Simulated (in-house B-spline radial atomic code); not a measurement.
**W⁶³⁺: ionisation energy by several methods**

How far do functionals differ on the ionisation energy of W⁶³⁺? Each run solves W⁶³⁺ and then the next ion ([He] 2s2 2p6).

Method: non-relativistic, several functionals, spin-polarised, exact exchange averaged over the configuration; spherical all-electron atom at the radial basis limit. Code: in-house B-spline radial atomic code version 1.

### Step 1. The atom as given

| Property | Result |
| --- | --- |
| element | tungsten (Z = 74) |
| charge | +63 |
| electrons | 11 |
| configuration | [Ne] 3s1 |
| nucleus | point |

Outer shells as boxes (Hund's rule):

[Ne] 3s1
```
[Ne] core
3s [↑ ]
```

Where spins are not typed, each open shell is filled with up spins first.

### Step 2. B97-1

Settings of the run:

```ini
Z = 74
electrons = 11.0
configuration = [Ne] 3s1
hamiltonian = nr
method = b97_1
spin_polarised = True
exact_exchange = averaged over the configuration
```

Launch:

```sh
$ python run_scf.py task.json out
```

One command runs all members of the session, one after another, from task.json.

### Step 3. B3LYP

Changes to the settings of step 2:

```diff
@@ -4,3 +4,3 @@
 hamiltonian = nr
-method = b97_1
+method = b3lyp
 spin_polarised = True
```

### Step 4. BHandHLYP

Changes to the settings of step 3:

```diff
@@ -4,3 +4,3 @@
 hamiltonian = nr
-method = b3lyp
+method = bhandhlyp
 spin_polarised = True
```

The tabulated ionisation energy is 7130 ± 7 eV (semi-empirical; NIST Atomic Spectra Database). What does each method give, and which comes nearest?

The runs gave:

| method | rung | total energy (hartree) | ΔSCF (eV) | −ε highest (eV) | ΔSCF less tabulated (eV) |
| --- | --- | --- | --- | --- | --- |
| B97-1 | global hybrid | -10561.1669 | 6613.85 | 6575.02 (3s up) | -516.15 |
| B3LYP | global hybrid | -10561.2327 | 6616.62 | 6576.45 (3s up) | -513.38 |
| BHandHLYP | global hybrid | -10561.8640 | 6615.00 | 6589.49 (3s up) | -515.00 |

Tables give 7130 ± 7 eV (semi-empirical; NIST Atomic Spectra Database) for the ionisation energy. B3LYP misses by -513.38 eV, the least, and B97-1 by -516.15 eV (7.2 %), the most. All methods miss on the same side by much the same amount, which points to something that they share. These runs lack relativity altogether, which can outweigh the gaps between the methods, so the nearest may be so by luck. These runs leave out relativity, which matters at this nuclear charge.
